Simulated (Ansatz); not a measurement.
**CH4BFN2: a ladder of functionals and wavefunction methods**

Aim: compute CH4BFN2 with functionals from several rungs and with coupled cluster. The yardstick is the atomisation energy at the CCSD(T) limit.

The runs use Ansatz 0.2.0, Gaussian basis; functionals in def2-TZVPP, the program's frozen cores in correlated methods.

Levels to be run: PBE-D4, r2SCAN-D4, PBE0-D4, B3LYP-D4, ωB97X-V, ωB97M-V, B2PLYP; CCSD(T)/def2-TZVPP; CCSD(T)/def2-QZVPP; extrapolation to the limit.

### 1 Structure used throughout

The geometry comes from an earlier relaxation with PBE0-D4 in a triple-zeta def2 set; it is a stationary point, not always the lowest conformer.

SMILES `N=C(N)BF`, 9 atoms, charge 0, spin multiplicity 1.

Atoms are counted from 1 here; the program's logs count them from 0.

Bond lengths: N1–C2 1.279 Å, N1–H6 1.023 Å, C2–N3 1.371 Å, C2–B4 1.580 Å, N3–H7 1.006 Å, N3–H8 1.004 Å, B4–F5 1.309 Å, B4–H9 1.203 Å. Angles: C2–N1–H6 112.1°, N1–C2–N3 126.9°, N1–C2–B4 118.1°, N3–C2–B4 115.0°, C2–N3–H7 120.3°, C2–N3–H8 119.4°, H7–N3–H8 116.7°, C2–B4–F5 119.9°, C2–B4–H9 122.3°, F5–B4–H9 117.8°.

### 2 PBE-D4 (GGA)

Input file in.yaml:

```yaml
crystal:
  periodic: [false, false, false]
  atoms:
    - {symbol: N, position_ang: [-0.560448, 1.364611, 0.615602]}
    - {symbol: C, position_ang: [-0.089975, 0.268952, 0.152150]}
    - {symbol: N, position_ang: [0.317045, -0.822648, 0.874643]}
    - {symbol: B, position_ang: [0.084149, 0.136642, -1.413104]}
    - {symbol: F, position_ang: [-0.199297, 1.152481, -2.188753]}
    - {symbol: H, position_ang: [-0.640244, 1.347817, 1.635449]}
    - {symbol: H, position_ang: [0.116492, -0.882894, 1.858797]}
    - {symbol: H, position_ang: [0.506743, -1.686595, 0.399047]}
    - {symbol: H, position_ang: [0.465535, -0.878367, -1.933830]}
basis:
  gaussian: {orbitals: def2-TZVPP}
hamiltonian: {xc: pbe, dispersion: d4}
output: {forces: true, orbitals: {seedname: orbitals}}
```

Launch:

```console
ansatz run in.yaml --threads 2 --pin off --events-out ev --progress --plain --max-ram 32768MiB --backend cpu
```

The runs that follow: r2SCAN-D4 (meta-GGA); PBE0-D4 (hybrid); B3LYP-D4 (hybrid); ωB97X-V (range-separated); ωB97M-V (range-separated); B2PLYP (double hybrid); CCSD(T) in def2-TZVPP; CCSD(T) in def2-QZVPP.

**Question.** What will the summary of the whole plan be? Wanted: atomisation energy, CCSD(T)/CBS; farthest; mean size of error, hybrid; mean size of error, range-separated; gap, smallest and largest; T1 diagnostic; triples share of the correlation energy.

As calculated:

```
                               quantity                                 value
        atomisation energy, CCSD(T)/CBS                         3552.7 kJ/mol
 functionals within 17.8 kJ/mol (0.5 %)                                B2PLYP
                               farthest                PBE-D4 (+162.1 kJ/mol)
             mean size of error, hybrid                           46.0 kJ/mol
    mean size of error, range-separated                           37.6 kJ/mol
              gap, smallest and largest  3.36 eV (PBE-D4), 10.19 eV (ωB97X-V)
                          T1 diagnostic                                0.0144
triples share of the correlation energy                                 3.9 %
```

What this shows: PBE-D4 is off by +162.1 kJ/mol. Double hybrids carry the basis error of their MP2 part in triple zeta, and no dispersion term here, so their miss is partly the set-up's. The reference freezes the cores and leaves out relativity and excitations past (T), so misses under about 17.8 kJ/mol can't be ranked. Hartree-Fock recovers 69 % of the binding; the rest is correlation. The gap grows from 3.4 to 10.2 eV across the functionals, mostly with the share of exact exchange.
